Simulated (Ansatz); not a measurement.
Run this with Ansatz 0.2.0, Python API and show what comes out.

The script, `run_md.py`:
```python
"""Born-Oppenheimer dynamics of CuAu."""

import json

import ansatz as az
import numpy as np


def main() -> None:
    cuau = (
        az.Lattice.of((2.810749, 0.0, 0.0), (0.0, 2.810749, 0.0), (0.0, 0.0, 3.685))
        .atom("Cu", (0.5, 0.5, 0.5))
        .atom("Au", (0.0, 0.0, 0.0))
    )

    # a small cell and a short run: a test of the set-up, no statistics
    job = (
        cuau.supercell(2, 2, 1).calculation()
        .functional("pbe")
        .kpoints(2, 2, 2, center="gamma")  # sampling of the Brillouin zone
        .occupations(az.OccupationsMethod.METHFESSEL_PAXTON)
        .md("nvt_nose_hoover", timestep=1.0 * az.fs, steps=20, temperature=300, thermostat_time=20, initial_velocities="maxwell_boltzmann", seed=577)
    )
    res = job.run(threads=1, backend="cpu", events_out="cuau.ndjson")
    with open("cuau.ndjson") as stream:
        events = [json.loads(line) for line in stream]
    steps = [e["data"] for e in events if e["event"] == "md_step"]
    summary = res.report

    for s in steps[::1]:
        print("%3d %7.1f fs  total %.4f eV  T %6.1f K" % (s["step"], s["time_fs"], s["lagrangian_ev"] + s["e_kin_ev"], s["temperature_k"]))

    temperature = np.array([s["temperature_k"] for s in steps])
    print(f"mean temperature of the second half {temperature[len(steps) // 2 :].mean():.1f} K")

    with open("trajectory.xyz", "w") as handle:
        for s in steps[::5]:
            handle.write(f"{len(s['positions_ang'])}\nt = {s['time_fs']} fs\n")
            for site, xyz in zip(res.lattice.sites, s["positions_ang"]):
                handle.write("{} {:.4f} {:.4f} {:.4f}\n".format(site.symbol, *xyz))

    kept = np.array([s["conserved_ev"] for s in steps], float)
    print(f"conserved quantity (thermostat and barostat terms included) drifts by {1000 * (kept[-1] - kept[0]) / len(res.lattice.sites):+.3f} meV/atom")

    print("last positions (A) and velocities (A/fs)")
    for site, xyz, vel in zip(res.lattice.sites, steps[-1]["positions_ang"], steps[-1]["velocities_ang_fs"]):
        print(f"{site.symbol:2s}", " ".join(f"{v:8.4f}" for v in xyz), " ", " ".join(f"{v:9.5f}" for v in vel))


if __name__ == "__main__":
    main()
```

Running `python run_md.py` prints:
```text
DeckWarning: md: disabling space-group detection — thermal motion breaks the input geometry's symmetry, so no spatial operation reduces the k-mesh or symmetrises the density; time reversal is kept, so that k and −k are solved as one point where they differ and the mesh holds both, and exact exchange and, on two spinor [...]
DeckWarning: basis.ecutwfc = 420 eV, auto-derived from the records' recommended cutoffs: set by Cu (normal level)
  0     0.0 fs  total -79097.4028 eV  T  300.0 K
  1     1.0 fs  total -79097.4028 eV  T  299.8 K
  2     2.0 fs  total -79097.4028 eV  T  299.3 K
  3     3.0 fs  total -79097.4028 eV  T  298.3 K
  4     4.0 fs  total -79097.4028 eV  T  297.1 K
  5     5.0 fs  total -79097.4028 eV  T  295.4 K
  6     6.0 fs  total -79097.4027 eV  T  293.5 K
  7     7.0 fs  total -79097.4027 eV  T  291.2 K
  8     8.0 fs  total -79097.4025 eV  T  288.5 K
  9     9.0 fs  total -79097.4024 eV  T  285.6 K
 10    10.0 fs  total -79097.4021 eV  T  282.4 K
 11    11.0 fs  total -79097.4018 eV  T  279.0 K
 12    12.0 fs  total -79097.4014 eV  T  275.3 K
 13    13.0 fs  total -79097.4009 eV  T  271.5 K
 14    14.0 fs  total -79097.4003 eV  T  267.5 K
 15    15.0 fs  total -79097.3995 eV  T  263.3 K
 16    16.0 fs  total -79097.3985 eV  T  259.1 K
 17    17.0 fs  total -79097.3973 eV  T  254.8 K
 18    18.0 fs  total -79097.3960 eV  T  250.5 K
 19    19.0 fs  total -79097.3943 eV  T  246.2 K
 20    20.0 fs  total -79097.3924 eV  T  242.0 K
mean temperature of the second half 262.9 K
conserved quantity (thermostat and barostat terms included) drifts by +0.001 meV/atom
last positions (A) and velocities (A/fs)
Cu   1.4637   1.3921   1.8212     0.00264  -0.00048  -0.00085
Au   0.0244  -0.0192  -0.0250     0.00106  -0.00093  -0.00127
Cu   1.3975   4.2383   1.7944    -0.00038   0.00092  -0.00210
Au   0.0061   2.8072   0.0058     0.00030  -0.00021   0.00027
Cu   4.2374   1.3986   1.8395     0.00112  -0.00039  -0.00012
Au   2.7712   0.0299   0.0462    -0.00179   0.00141   0.00223
Cu   4.1662   4.2124   1.8681    -0.00240  -0.00011   0.00118
Au   2.8128   2.8041  -0.0119     0.00011  -0.00025  -0.00062
```
(Warnings from the package without file and line, shortened.)

It writes `trajectory.xyz`:
```text
8
t = 0.0 fs
Cu 1.4054 1.4054 1.8425
Au 0.0000 0.0000 0.0000
Cu 1.4054 4.2161 1.8425
Au 0.0000 2.8107 0.0000
Cu 4.2161 1.4054 1.8425
Au 2.8107 0.0000 0.0000
Cu 4.2161 4.2161 1.8425
Au 2.8107 2.8107 0.0000
8
t = 5.0 fs
Cu 1.4206 1.4016 1.8367
Au 0.0065 -0.0049 -0.0062
Cu 1.4034 4.2221 1.8297
Au 0.0015 2.8099 0.0015
Cu 4.2213 1.4038 1.8417
Au 2.8004 0.0077 0.0118
Cu 4.2034 4.2150 1.8492
Au 2.8112 2.8089 -0.0029
8
t = 10.0 fs
Cu 1.4356 1.3981 1.8311
Au 0.0128 -0.0098 -0.0125
Cu 1.4014 4.2280 1.8173
Au 0.0031 2.8091 0.0030
Cu 4.2266 1.4022 1.8409
Au 2.7902 0.0153 0.0234
Cu 4.1907 4.2140 1.8557
Au 2.8117 2.8071 -0.0059
8
t = 15.0 fs
Cu 1.4500 1.3948 1.8258
Au 0.0188 -0.0145 -0.0187
Cu 1.3994 4.2334 1.8054
Au 0.0046 2.8081 0.0044
Cu 4.2319 1.4004 1.8402
Au 2.7804 0.0228 0.0349
Cu 4.1783 4.2131 1.8621
Au 2.8123 2.8055 -0.0089
8
t = 20.0 fs
Cu 1.4637 1.3921 1.8212
Au 0.0244 -0.0192 -0.0250
Cu 1.3975 4.2383 1.7944
Au 0.0061 2.8072 0.0058
Cu 4.2374 1.3986 1.8395
Au 2.7712 0.0299 0.0462
Cu 4.1662 4.2124 1.8681
Au 2.8128 2.8041 -0.0119
```

Caveats:
- Absolute energies stand on the zero of these potentials, so only differences at equal settings mean something.
- Spin is left out of this run.
- For a metal this mesh is far too coarse, so the numbers only illustrate the procedure.
- Spin-orbit coupling, which matters for elements this heavy, is left out.
- The starting cell is as deposited in a crystallographic database; the results hold for this polymorph, which needn't be the stable one.
- A small cell, a coarse mesh and a very short run: it shows the set-up and gives no equilibrium averages.
- It ran for 67 s on 1 thread of Arm Neoverse V2 (shared host), peak memory 0.53 GiB.
